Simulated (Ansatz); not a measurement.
# ZrC: a relaxation

Wanted: a converged relaxation for ZrC, and a check of what comes out. The structure is shown as the input types it.

The COD entry's cell or inner coordinates are ideal or old and differ from later refinements, so a difference from it is no clean test against experiment.

Method: DFT, LDA, PAW with Ansatz's default frozen-core files, scalar-relativistic; relaxation of cell and atoms, in Ansatz 0.2.0.

## (1) The starting structure

It takes space group Fm-3m (No. 225, cubic). Conventional cell: a = 4.730 Å, b = 4.730 Å, c = 4.730 Å, α = 90.00°, β = 90.00°, γ = 90.00°. Around Zr (site symmetry m-3m) lie 6 C at 2.37 Å. Around C (site symmetry m-3m) lie 6 Zr at 2.37 Å.

The input asks for a charge of +0.5 e on the cell.

Coordinates:

```
Zr C
1.0
     0.00000    2.36500    2.36500
     2.36500    0.00000    2.36500
     2.36500    2.36500    0.00000
Zr C
1 1
Cartesian
  2.3650 2.3650 2.3650
  0.0000 0.0000 0.0000
```

## (2) Running it

Contents of input.yaml:

```yaml
crystal:
  lattice:
    - [0.0, 2.365, 2.365]
    - [2.365, 0.0, 2.365]
    - [2.365, 2.365, 0.0]
  atoms:
    - { symbol: Zr, position: [0.5, 0.5, 0.5] }
    - { symbol: C, position: [0.0, 0.0, 0.0] }
kpoints:
  mp_grid: { grid: [12, 12, 12] }
scf:
  occupations: { method: fermi_dirac, width: 0.1 }
  max_iter: 60
hamiltonian:
  xc: lda
  pseudopotentials: { kind: paw }
relax:
  f_tol: 0.002
  max_steps: 80
  cell: {}
output:
  forces: true
  stress: true
total_charge: 0.5
```

The run is started by

```sh
$ ansatz run input.yaml --threads 2 --pin off --max-ram 5120MiB --backend cpu --events-out ev --progress --plain --runs-dir out
```

Standard output, cut to the lines that bear on the results:

```text
[...]
Pseudopotentials: kind: paw
Pseudopotential: Zr, paw, valence charge 12, recommended cutoff 420 eV (normal), Zr.paw.azcp
Pseudopotential: C, paw, valence charge 4, recommended cutoff 420 eV (normal), C.paw.azcp
Functional definition: SPW92
[...]
Crystal: 2 atoms, lattice volume = 26.456 Å³
Basis set: ecut = 420 eV, 531 PW (Γ)
Bands: 12, of which v1, the nominal top of the filled ones, is band 8 counted from 1 (7 counted from 0)
Symmetry: 48 space group operations
Space group: Fm-3m (ITA 225), of the structure as read, at distance tolerance 3.0e-5 Å
k-points: 72 of 1728
[...]
SCF iter   1: F=—  HF=-4329.392757 eV  |F-HF|=—  |Δ(HF+E_count)|=         —  Δρ=4.89e-2  dr2=9.06e-1  ethr=1.77e-3  ⟨swp⟩=5.0  Hψ=4350  notcnv=0
[...]
relax step   1: F+E_penalty+E_count = -4329.09848736 eV  Δ(F+E_penalty+E_count) = +0.000e0 eV  max|allowed force component| = 2.225e-29 eV/Å  Δτ_max = 0.0000 Å  P = +12.185 GPa  Ω = 26.456 Å³  (7 SCF iters, dr2 threshold 1.00e-7 eV, accepted)
[...]
relax step   7: F+E_penalty+E_count = -4328.51776022 eV  Δ(F+E_penalty+E_count) = +7.554e-3 eV  max|allowed force component| = 6.114e-30 eV/Å  Δτ_max = 0.0000 Å  P = +0.002 GPa  Ω = 27.924 Å³  energy of the carried Pulay correction = -2.789e-5 eV  (6 SCF iters, dr2 threshold 4.59e-8 eV, accepted)
[...]
relax step   8: F+E_penalty+E_count = -4328.51781418 eV  Δ(F+E_penalty+E_count) = -5.397e-5 eV  max|allowed force component| = 5.588e-30 eV/Å  Δτ_max = 0.0000 Å  P = +0.002 GPa  Ω = 27.924 Å³  stress off target by 2.30e-3 GPa  SCF on the basis re-selected at this cell (its energy is not [...]
SCF converged after 7 iterations
Free energy (F): -4328.517814 eV
[...]
E sigma→0 (E₀):  -4328.503761 eV
Entropy (-TS):   -0.028107 eV (-14.054 meV/atom)
Fermi energy:    12.419841 eV
[...]
--- Forces (eV/Å), atoms counted from 1 ---
  atom   1  Zr     0.00000000     0.00000000    -0.00000000
  atom   2  C     -0.00000000    -0.00000000    -0.00000000
[...]
--- Stress (GPa, compression-positive) ---
        0.002300      -0.000000      -0.000000
       -0.000000       0.002300      -0.000000
       -0.000000      -0.000000       0.002300
  P = ⅓ Tr σ = 0.0023 GPa (0.023 kbar)
--- Relaxed structure (6 steps of the walk, 6 accepted, 2 SCFs on fresh bases) ---
  F+E_penalty+E_count = -4328.51781418 eV   max|allowed force component| = 5.588e-30 eV/Å   (the final SCF, on the basis selected at the relaxed cell)
  cell:  # Å, volume = 27.9241 Å³
    - [5.859677837829929e-33, 2.407962565263523, 2.407962565263523]
    - [2.407962565263523, 5.83420097766545e-33, 2.407962565263523]
    - [2.407962565263523, 2.407962565263523, -2.063625673322714e-33]
  atoms:
    - { symbol: Zr, position: [0.5, 0.5, 0.5] }
    - { symbol: C, position: [-1.4844861710144215e-35, 1.2300028274115342e-35, 4.0293196070433677e-35] }
```

Run time: 3.4 s. Hardware: 2 threads of Intel Xeon 6975P-C (Granite Rapids), shared host; peak memory 0.35 GiB.

## (3) Can this be trusted?

This run ends as converged. That alone doesn't make the input a sound one.

Look at the input: total_charge is 0.5. With this charge the calculation describes a differently charged system.

The test: delete total_charge (the default then holds).

## (4) A check with that setting changed

Other changes include scf.max_iter.

input.yaml: that of step 2 with these lines changed.

```diff
@@ -12,3 +12,2 @@
   occupations: { method: fermi_dirac, width: 0.1 }
-  max_iter: 60
 hamiltonian:
@@ -23,2 +22 @@
   stress: true
-total_charge: 0.5
```

The run is started by

```sh
$ ansatz run input.yaml --threads 2 --pin off --max-ram 5120MiB --backend cpu --events-out ev --progress --plain --runs-dir out
```

Excerpt of the output:

```text
[...]
Basis set: ecut = 420 eV, 531 PW (Γ)
[...]
k-points: 72 of 1728
[...]
SCF iter   1: F=—  HF=-4322.268634 eV  |F-HF|=—  |Δ(HF+E_count)|=         —  Δρ=6.42e-3  dr2=1.06e-2  ethr=1.77e-3  ⟨swp⟩=5.0  Hψ=4324  notcnv=0
preconditioner: auto → none  [metal: Δε(μ)=0.097 eV  Ē_g=17.829 eV  σ=0.100 eV  W_gap=0.24  n_scr=8 (ndim 8)  ℏωp=27.0 eV  f_vac=0.000  D(μ)=0.34/eV (n_scr^D=0)  sad-step TF]
SCF iter   2: F=—  HF=-4322.267228 eV  |F-HF|=—  |Δ(HF+E_count)|=   1.41e-3  Δρ=4.20e-3  dr2=5.34e-3  ethr=6.60e-5  ⟨swp⟩=1.0  Hψ=1440  notcnv=0
[...]
relax step   1: F+E_penalty+E_count = -4322.26615301 eV  Δ(F+E_penalty+E_count) = +0.000e0 eV  max|allowed force component| = 1.200e-29 eV/Å  Δτ_max = 0.0000 Å  P = -12.443 GPa  Ω = 26.456 Å³  (6 SCF iters, dr2 threshold 1.00e-7 eV, accepted)
[...]
Basis set: ecut = 420 eV, 459 PW (Γ)
[...]
relax step   2: F+E_penalty+E_count = -4322.26434244 eV  Δ(F+E_penalty+E_count) = +1.811e-3 eV  max|allowed force component| = 1.450e-29 eV/Å  Δτ_max = 0.0000 Å  P = +15.817 GPa  Ω = 23.631 Å³  energy of the carried Pulay correction = +4.795e-3 eV  (6 SCF iter
[...]
relax step   3: F+E_penalty+E_count = -4322.32650914 eV  Δ(F+E_penalty+E_count) = -6.036e-2 eV  max|allowed force component| = 1.131e-29 eV/Å  Δτ_max = 0.0000 Å  P = -1.155 GPa  Ω = 25.133 Å³  energy of the carried Pulay correction = +2.180e-3 eV  (6 SCF iters
[...]
relax step   4: F+E_penalty+E_count = -4322.32714913 eV  Δ(F+E_penalty+E_count) = -6.400e-4 eV  max|allowed force component| = 3.524e-29 eV/Å  Δτ_max = 0.0000 Å  P = +0.101 GPa  Ω = 25.005 Å³  energy of the carried Pulay correction = +2.397e-3 eV  (6 SCF iters
[...]
relax step   5: F+E_penalty+E_count = -4322.32713490 eV  Δ(F+E_penalty+E_count) = +1.423e-5 eV  max|allowed force component| = 1.108e-29 eV/Å  Δτ_max = 0.0000 Å  P = -0.001 GPa  Ω = 25.015 Å³  energy of the carried Pulay correction = +2.379e-3 eV  (6 SCF iters
[...]
relax step   6: F+E_penalty+E_count = -4322.32526836 eV  Δ(F+E_penalty+E_count) = +1.867e-3 eV  max|allowed force component| = 9.302e-30 eV/Å  Δτ_max = 0.0000 Å  P = -0.118 GPa  Ω = 25.015 Å³  stress off target by 1.18e-1 GPa  SCF on the basis re-selected at t
[...]
relax step   7: F+E_penalty+E_count = -4322.32529213 eV  Δ(F+E_penalty+E_count) = -2.377e-5 eV  max|allowed force component| = 1.436e-29 eV/Å  Δτ_max = 0.0000 Å  P = -0.000 GPa  Ω = 25.003 Å³  energy of the carried Pulay correction = +1.942e-5 eV  (6 SCF iters
[...]
SCF iter   7: F=-4322.325264 eV  HF=-4322.325264 eV  |F-HF|=9.09e-13  |Δ(HF+E_count)|=  9.09e-13  Δρ=1.87e-9  dr2=5.75e-16  ethr=1.00e-12  ⟨swp⟩=1.0  Hψ=864  notcnv=0
SCF iter   8: F=-4322.325264 eV  HF=-4322.325264 eV  |F-HF|=0.00e0  |Δ(HF+E_count)|=  9.09e-13  Δρ=1.34e-9  dr2=4.15e-16  ethr=1.00e-12  ⟨swp⟩=2.0  Hψ=2444  notcnv=0
[...]
relax step   8: F+E_penalty+E_count = -4322.32526435 eV  Δ(F+E_penalty+E_count) = +2.778e-5 eV  max|allowed force component| = 6.541e-30 eV/Å  Δτ_max = 0.0000 Å  P = -0.001 GPa  Ω = 25.003 Å³  stress off target by 9.84e-4 GPa  SCF on the basis re-selected at t
[...]
SCF converged after 8 iterations
Free energy (F): -4322.325264 eV
[...]
E sigma→0 (E₀):  -4322.319813 eV
[...]
Fermi energy:    15.233356 eV
[...]
  P = ⅓ Tr σ = -0.0010 GPa (-0.010 kbar)
--- Relaxed structure (6 steps of the walk, 5 accepted, 2 SCFs on fresh bases) ---
[...]
```

Wall time 4 s (2 threads of Intel Xeon 6975P-C (Granite Rapids), shared host); peak memory 0.38 GiB.

| run | ending | energy change | pressure (GPa) | gap (eV) | force (eV/Å) | cycles | time |
| --- | --- | --- | --- | --- | --- | --- | --- |
| first try | converged | not comparable | 0.0 | 0.00 | 0.00 | 51 | 3.4 s |
| second try | converged | - | 0.0 | 0.00 | 0.00 | 50 | 4 s |

## (5) Results

| quantity | value |
| --- | --- |
| first try | converged |
| fault in the input | wrong charge |
| second try | converged |
| energy (zero set by the potentials) | -4322.3253 eV |
| pressure | 0.00 GPa |
| gap on the mesh | none (metal on this mesh) |
| largest force | 0.000 eV/Å |

**Reading.** Both runs converge, but their results differ; on mending, the final volume goes from 27.92 to 25.00 Å³. Only the second answers the question as it was meant.
